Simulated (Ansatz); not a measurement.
# Li (bcc type): the cost of one run

Method: DFT, PBE, PAW with Ansatz's default frozen-core files, scalar-relativistic, in Ansatz 0.2.0.

## (1) The system as given

The structure is cubic, space group Im-3m (No. 229). The conventional cell has a = 3.431 Å, b = 3.431 Å, c = 3.431 Å, α = 90.00°, β = 90.00°, γ = 90.00°. Li (site symmetry m-3m) is surrounded by 8 Li at 2.97 Å.

Coordinates:

```
CELL_PARAMETERS angstrom
-1.71540 1.71540 1.71540
1.71540 -1.71540 1.71540
1.71540 1.71540 -1.71540
ATOMIC_POSITIONS crystal
Li 0.00000 0.00000 0.00000
```

Whether this phase is the stable one at these pressures isn't tested.

## (2) Cell relaxed at zero pressure, PAW

input.yaml reads:

```yaml
crystal:
  lattice:
    - [-1.7154021332, 1.7154021332, 1.7154021332]
    - [1.7154021332, -1.7154021332, 1.7154021332]
    - [1.7154021332, 1.7154021332, -1.7154021332]
  atoms:
    - { symbol: Li, position: [0.0, 0.0, 0.0] }
kpoints:
  mp_grid: { grid: [17, 17, 17] }
scf:
  occupations: { method: fermi_dirac, width: 0.1 }
hamiltonian:
  xc: pbe
  pseudopotentials: { kind: paw }
output:
  forces: true
  stress: true
relax:
  f_tol: 0.005
  max_steps: 40
  cell: {}
```

The run is started by

```sh
$ ansatz run input.yaml --threads 1 --pin off --max-ram 2048MiB --backend cpu --events-out ev --progress --plain --runs-dir out
```

What time and memory should one allow on 1 thread of Arm Neoverse V1, shared host?

About 4.1 s, with a peak of 0.28 GiB.
